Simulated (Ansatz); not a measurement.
# SrBRh (P-6m2) in Ansatz: convergence with wavefunction cutoff

Aim: find how far wavefunction cutoff must go before the results for SrBRh settle, at LDA. This setting moves, with any that are tied to it; all else stays.

Everything below comes from runs of Ansatz 0.2.0. Logs are shortened: lines on timing, memory, paths and dates and some standing lists are left out, and cuts for length are marked.

## Step 1: Starting point

It takes space group P-6m2 (No. 187, hexagonal). The conventional cell has a = 3.835 Å, b = 3.835 Å, c = 3.831 Å, α = 90.00°, β = 90.00°, γ = 120.00°. Sr (site symmetry -6m2) is surrounded by 6 B at 2.93 Å and 6 Rh at 2.93 Å. B (site symmetry -6m2) has 3 Rh at 2.21 Å as nearest neighbours. Rh (site symmetry -6m2) is surrounded by 3 B at 2.21 Å.

The cell was built by a generator and needn't be a form met in nature.

## Step 2: With wavefunction cutoff 200 eV

The input, input.yaml:

```yaml
crystal:
  lattice:
    - [3.83475026, 0.0, 0.0]
    - [-1.91737513, 3.32099115, 0.0]
    - [0.0, 0.0, 3.83072344]
  atoms:
    - { symbol: Sr, position: [0.66666667, 0.33333333, 0.5] }
    - { symbol: B, position: [0.33333333, 0.66666667, 0.0] }
    - { symbol: Rh, position: [0.0, 0.0, 0.0] }
hamiltonian:
  xc: lda
  pseudopotentials: { kind: paw_fr }
magnetization:
  noncollinear: true
  spin_orbit: true
kpoints:
  mp_grid: { grid: [7, 7, 6] }
scf:
  occupations: { method: fermi_dirac, width: 0.1 }
output:
  forces: true
  stress: true
  eigenvalues: true
basis:
  ecutwfc: "200 eV"
```

Potentials or basis: Ansatz PAW.

The run is started by

```
ansatz run input.yaml --threads 2 --pin off --max-ram 5632MiB --backend cpu --events-out ev --progress --plain --runs-dir out
```

It took 1.6 s on 2 threads of Intel Xeon 6975P-C (Granite Rapids), shared host; peak memory 0.43 GiB.

Results:

| Property | Result |
| --- | --- |
| Free energy | -9863.8900 eV |
| Pressure | 1.9 GPa |
| Band gap on the k mesh | none (metal or under the smearing width) |

## Step 3: With wavefunction cutoff 250 eV

Edit input.yaml of step 2 so:

```diff
@@ -24,2 +24,2 @@
 basis:
-  ecutwfc: "200 eV"
+  ecutwfc: "250 eV"
```

Potentials or basis: Ansatz PAW.

The run is started by

```
ansatz run input.yaml --threads 2 --pin off --max-ram 5632MiB --backend cpu --events-out ev --progress --plain --runs-dir out
```

Run time: 1.9 s. Hardware: 2 threads of Intel Xeon 6975P-C (Granite Rapids), shared host; peak memory 0.44 GiB.

Results:

```yaml
Free_energy: -9873.4414 eV
Pressure: 3.5 GPa
Band_gap_on_the_k_mesh: none (metal or under the smearing width)
```

## Step 4: With wavefunction cutoff 300 eV

Edit input.yaml of step 3 so:

```diff
@@ -24,2 +24,2 @@
 basis:
-  ecutwfc: "250 eV"
+  ecutwfc: "300 eV"
```

The run is started by

```
ansatz run input.yaml --threads 2 --pin off --max-ram 5632MiB --backend cpu --events-out ev --progress --plain --runs-dir out
```

Wall time 2.4 s (2 threads of Intel Xeon 6975P-C (Granite Rapids), shared host); peak memory 0.49 GiB.

What came out:

```yaml
Free_energy: -9875.0012 eV
Pressure: 3.9 GPa
Band_gap_on_the_k_mesh: none (metal or under the smearing width)
```

## Step 5: With wavefunction cutoff 350 eV

Edit input.yaml of step 4 so:

```diff
@@ -24,2 +24,2 @@
 basis:
-  ecutwfc: "300 eV"
+  ecutwfc: "350 eV"
```

The run is started by

```
ansatz run input.yaml --threads 2 --pin off --max-ram 5632MiB --backend cpu --events-out ev --progress --plain --runs-dir out
```

Run time: 2.8 s. Hardware: 2 threads of Intel Xeon 6975P-C (Granite Rapids), shared host; peak memory 0.51 GiB.

Results:

* Free energy: -9875.2274 eV
* Pressure: 3.8 GPa
* Band gap on the k mesh: none (metal or under the smearing width)

## Step 6: With wavefunction cutoff 400 eV

Edit input.yaml of step 5 so:

```diff
@@ -24,2 +24,2 @@
 basis:
-  ecutwfc: "350 eV"
+  ecutwfc: "400 eV"
```

Potentials or basis: Ansatz PAW.

The run is started by

```
ansatz run input.yaml --threads 2 --pin off --max-ram 5632MiB --backend cpu --events-out ev --progress --plain --runs-dir out
```

Run time: 3.6 s. Hardware: 2 threads of Intel Xeon 6975P-C (Granite Rapids), shared host; peak memory 0.53 GiB.

Results (log left out):

```
Free energy            : -9875.2501 eV
Pressure               : 3.7 GPa
Band gap on the k mesh : none (metal or under the smearing width)
```

## Step 7: With wavefunction cutoff 450 eV

Edit input.yaml of step 6 so:

```diff
@@ -24,2 +24,2 @@
 basis:
-  ecutwfc: "400 eV"
+  ecutwfc: "450 eV"
```

The run is started by

```
ansatz run input.yaml --threads 2 --pin off --max-ram 5632MiB --backend cpu --events-out ev --progress --plain --runs-dir out
```

Run time: 4.1 s. Hardware: 2 threads of Intel Xeon 6975P-C (Granite Rapids), shared host; peak memory 0.55 GiB.

It converged, with:

```
Free energy            : -9875.2533 eV
Pressure               : 3.7 GPa
Band gap on the k mesh : none (metal or under the smearing width)
```

## Step 8: With wavefunction cutoff 500 eV

Edit input.yaml of step 7 so:

```diff
@@ -24,2 +24,2 @@
 basis:
-  ecutwfc: "450 eV"
+  ecutwfc: "500 eV"
```

The run is started by

```
ansatz run input.yaml --threads 2 --pin off --max-ram 5632MiB --backend cpu --events-out ev --progress --plain --runs-dir out
```

Wall time 4.9 s (2 threads of Intel Xeon 6975P-C (Granite Rapids), shared host); peak memory 0.58 GiB.

The run converged. Its results:

| Property | Result |
| --- | --- |
| Free energy | -9875.2542 eV |
| Pressure | 3.7 GPa |
| Band gap on the k mesh | none (metal or under the smearing width) |

## Step 9: With wavefunction cutoff 600 eV

Edit input.yaml of step 8 so:

```diff
@@ -24,2 +24,2 @@
 basis:
-  ecutwfc: "500 eV"
+  ecutwfc: "600 eV"
```

Potentials or basis: Ansatz PAW.

The run is started by

```
ansatz run input.yaml --threads 2 --pin off --max-ram 5632MiB --backend cpu --events-out ev --progress --plain --runs-dir out
```

It took 5.8 s on 2 threads of Intel Xeon 6975P-C (Granite Rapids), shared host; peak memory 0.6 GiB.

It converged, with:

```yaml
Free_energy: -9875.2547 eV
Pressure: 3.7 GPa
Band_gap_on_the_k_mesh: none (metal or under the smearing width)
```

## Step 10: With wavefunction cutoff 800 eV

Edit input.yaml of step 9 so:

```diff
@@ -24,2 +24,2 @@
 basis:
-  ecutwfc: "600 eV"
+  ecutwfc: "800 eV"
```

Potentials or basis: Ansatz PAW.

The run is started by

```
ansatz run input.yaml --threads 2 --pin off --max-ram 5632MiB --backend cpu --events-out ev --progress --plain --runs-dir out
```

Output:

```text
Warning: RAYON_NUM_THREADS=2 ignored (pool sized by the plan → 2); use --threads N
Engine: ansatz 0.2.0, x86_64-unknown-linux-gnu
Pseudopotentials: kind: paw_fr
Pseudopotential: Sr, paw_fr, valence charge 10, recommended cutoff 420 eV (normal), Sr.paw.azcp#standard-fr
Pseudopotential: B, paw_fr, valence charge 3, recommended cutoff 420 eV (normal), B.paw.azcp#standard-fr
Pseudopotential: Rh, paw_fr, valence charge 17, recommended cutoff 420 eV (normal), Rh.paw.azcp#standard-fr
Functional definition: SPW92
  exchange = slater_x
  correlation = pw_c
non-collinear run that drives no moment, with spin-orbit: no starting moment large enough to seed its density (crystal.atoms[].spin), no starting occupations that ask for one, no magnetisation constraint and no magnetic field, so the semilocal B_xc is pinned to zero
Crystal: 3 atoms, lattice volume = 48.785 Å³
Basis set: ecut = 800 eV, 2519 PW (Γ)
Bands: 38, of which v1, the nominal top of the filled ones, is band 30 counted from 1 (29 counted from 0)
Symmetry: 12 space group operations + 12 with time reversal
Magnetic group: BNS 187.210 (UNI 1440), of the structure as read, at distance tolerance 3.7e-5 Å
k-points: 32 of 294 (time reversal used)
Projection manifold: j_resolved (fully-relativistic pseudo-atomic orbitals)
Non-local potential: Sr, projectors of the file, l = 0: 3, l = 1: 4, l = 2: 4
Non-local potential: B, projectors of the file, l = 0: 2, l = 1: 4, l = 2: 2
Non-local potential: Rh, projectors of the file, l = 0: 3, l = 1: 4, l = 2: 4, l = 3: 2
PAW form: soft (Blöchl's): semilocal exchange-correlation on the pseudo side does not see the compensation charge
[... 31 lines left out ...]
E sigma→0 (E₀):  -9875.231447 eV
Entropy (-TS):   -0.047634 eV (-15.878 meV/atom)
Fermi energy:    13.322435 eV
--- Per-component energies (eV) ---
  E_band       = -245.302499
  E_kinetic    = 870.101782
  E_local      = -2897.435693  (includes V_loc(G=0)·N_el)
  E_nonlocal   = 582.331277
  E_hartree    = 1000.727313
  E_xc         = -425.190915
  E_vxc        = -479.414000  (∫ρ·V_xc dr)
  E_paw        = -6136.527253  (= ΣΔE_a)
  E_vpaw       = -322.337079  (= ΣTr[D̂ρ^β])
  E_aug_tail   = 0.000040  (compensation charges beyond the density's cutoff)
  E_ewald      = -2870.180623
  E_core_change = 0.966442  (= ΣΔE_core)
  E_smearing   = -0.047634  (= −TS)
  E_closure    = -0.000000  (closes the sum)
  Σ components = -9875.255264   (vs F -9875.255264, Δ=0.00e0)
--- Forces (eV/Å), atoms counted from 1 ---
  atom   1  Sr     0.00000000    -0.00000000     0.00000000
  atom   2  B      0.00000000    -0.00000000     0.00000000
  atom   3  Rh    -0.00000000    -0.00000000     0.00000000
  max |Σ_I F_I| component: 2.78e-16 eV/Å
--- Stress (GPa, compression-positive) ---
       -4.220301       0.000000      -0.000000
        0.000000      -4.220301      -0.000000
       -0.000000      -0.000000      19.429348
  P = ⅓ Tr σ = 3.6629 GPa (36.629 kbar)
--- Band table (eV; the first three rows and the last of 32) ---
  k-point 0: bands = ["-64.8507", "-64.8507", "-35.5973", "-35.5973", "-31.7286", "-31.7286", "-31.5399", "-31.5399", "-20.6841", "-20.6841", "-3.5351", "-3.5351", "-2.4079", "-2.4079", "-2.3610", "-2.3610", "4.9149", "4.9149", "9.0783", "9.0783", "9.2451", "9.2451", "9.7869", "9.7869", "11.1076", "11.1076", "11.2509", "11.2509", "14.1390", "14.1390", "15.7060", "15.7060", "15.7064", "15.7064", "16.0140", "16.0140", "19.1335", "19.1335"]
  k-point 1: bands = ["-64.8506", "-64.8506", "-35.5976", "-35.5976", "-31.7284", "-31.7284", "-31.5416", "-31.5416", "-20.6748", "-20.6748", "-3.5840", "-3.5840", "-2.5106", "-2.5106", "-2.3501", "-2.3497", "5.2675", "5.2675", "8.9672", "9.0067", "9.1548", "9.1548", "9.9368", "9.9368", "11.0501", "11.0501", "11.1484", "11.2252", "13.4717", "13.4717", "15.9437", "15.9437", "15.9457", "16.0052", "16.6366", "16.6366", "19.0447", "19.0447"]
  k-point 2: bands = ["-64.8505", "-64.8505", "-35.5983", "-35.5983", "-31.7280", "-31.7280", "-31.5449", "-31.5449", "-20.6561", "-20.6561", "-3.7083", "-3.7083", "-2.6638", "-2.6638", "-2.3278", "-2.3274", "6.0431", "6.0431", "8.8176", "8.8543", "9.0125", "9.0125", "10.1244", "10.1244", "10.8535", "10.8535", "10.9640", "11.0318", "12.5291", "12.5291", "16.7423", "16.7423", "16.7860", "16.8679", "17.8843", "17.8843", "18.8443", "18.8443"]
  k-point 31: bands = ["-64.8500", "-64.8500", "-35.6026", "-35.6024", "-31.7379", "-31.7374", "-31.5472", "-31.5470", "-20.6047", "-20.6047", "-3.8573", "-3.8074", "-2.8044", "-2.7970", "-2.7178", "-2.6525", "6.6274", "6.6452", "9.6645", "9.6845", "10.0810", "10.1234", "10.7799", "10.8286", "10.8828", "11.0373", "12.0005", "12.0840", "12.1354", "12.2057", "13.1130", "13.2746", "13.8475", "13.9062", "15.0306", "15.1206", "20.7509", "20.7550"]
```

Wall time 8 s (2 threads of Intel Xeon 6975P-C (Granite Rapids), shared host); peak memory 0.75 GiB.

Results:

* Free energy: -9875.2553 eV
* Pressure: 3.7 GPa
* Band gap on the k mesh: none (metal or under the smearing width)

## Step 11: Result

| wavefunction cutoff | energy less the tightest run, at zero smearing (meV/atom) | pressure (GPa) | SCF cycles | CPU time (s) | peak memory (GiB) |
| --- | --- | --- | --- | --- | --- |
| 200 eV | 3788.30 | 1.91 | 10 | 3 | 0.43 |
| 250 eV | 604.50 | 3.52 | 9 | 3.5 | 0.44 |
| 300 eV | 84.70 | 3.87 | 9 | 4.4 | 0.49 |
| 350 eV | 9.30 | 3.77 | 9 | 5.2 | 0.51 |
| 400 eV | 1.72 | 3.68 | 9 | 6.8 | 0.53 |
| 450 eV | 0.66 | 3.67 | 9 | 7.9 | 0.55 |
| 500 eV | 0.34 | 3.67 | 9 | 9.5 | 0.58 |
| 600 eV | 0.19 | 3.66 | 9 | 11 | 0.6 |
| 800 eV | 0.00 | 3.66 | 9 | 15 | 0.75 |

Against the tightest run, the energy stays within 1 meV/atom from 450 eV on; the pressure stays within 0.1 GPa from 400 eV on. The tightest run that finished is the yardstick and may itself not be fully converged.

Caveats: the PAW data sets come from PBE, with cores solved anew for the run's functional, which leaves a small shift of forces and pressure.
